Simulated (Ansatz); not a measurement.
# PbO2: the cost of one run

The runs shown are made with Ansatz 0.2.0. PAW datasets, plane waves, zero pressure. Calculated at 0 K for a non-magnetic cell.

**1. The system as given**

The symmetry is P4_2/mnm (No. 136, tetragonal); a = 5.036 Å, c = 3.324 Å in the conventional setting, 14.05 Å³ an atom. Near Pb stand 6 O at 2.17 Å; near O stand 3 Pb at 2.17 Å.

Coordinates:

```cif
data_structure
_symmetry_space_group_name_H-M 'P4_2/mnm'
_symmetry_Int_Tables_number 136
_cell_length_a 5.0363
_cell_length_b 5.0363
_cell_length_c 3.3240
_cell_angle_alpha 90.000
_cell_angle_beta 90.000
_cell_angle_gamma 90.000
_cell_volume 84.31
loop_
_atom_site_label
_atom_site_type_symbol
_atom_site_symmetry_multiplicity
_atom_site_Wyckoff_symbol
_atom_site_fract_x
_atom_site_fract_y
_atom_site_fract_z
_atom_site_occupancy
Pb1 Pb 2 a 0.00000 0.00000 0.00000 1
O1 O 4 f 0.30500 0.30500 0.00000 1
```

**2. Relaxing with PBE**

The input, input.yaml:

```yaml
crystal:
  lattice:
    - [5.03631131, 0.0, 0.0]
    - [0.0, 5.03631131, 0.0]
    - [0.0, 0.0, 3.3239654646]
  atoms:
    - { symbol: Pb, position: [0.0, 0.0, 0.0] }
    - { symbol: Pb, position: [0.5, 0.5, 0.5] }
    - { symbol: O, position: [0.305, 0.305, 0.0] }
    - { symbol: O, position: [0.195, 0.805, 0.5] }
    - { symbol: O, position: [0.805, 0.195, 0.5] }
    - { symbol: O, position: [0.695, 0.695, 0.0] }
kpoints:
  mp_grid: { grid: [6, 6, 8] }
hamiltonian:
  xc: pbe
scf:
  occupations: { method: fermi_dirac, width: 0.02 }
relax:
  f_tol: 0.005
  cell: {}
```

Run with:

```bash
$ ansatz run input.yaml --threads 4 --pin off --max-ram 7372MiB --backend cpu --events-out ev --progress --plain --runs-dir out
```

What time and memory should one allow on 4 threads of Intel Xeon 6975P-C (Granite Rapids), shared host?

About 7.8 s, with a peak of 0.49 GiB.
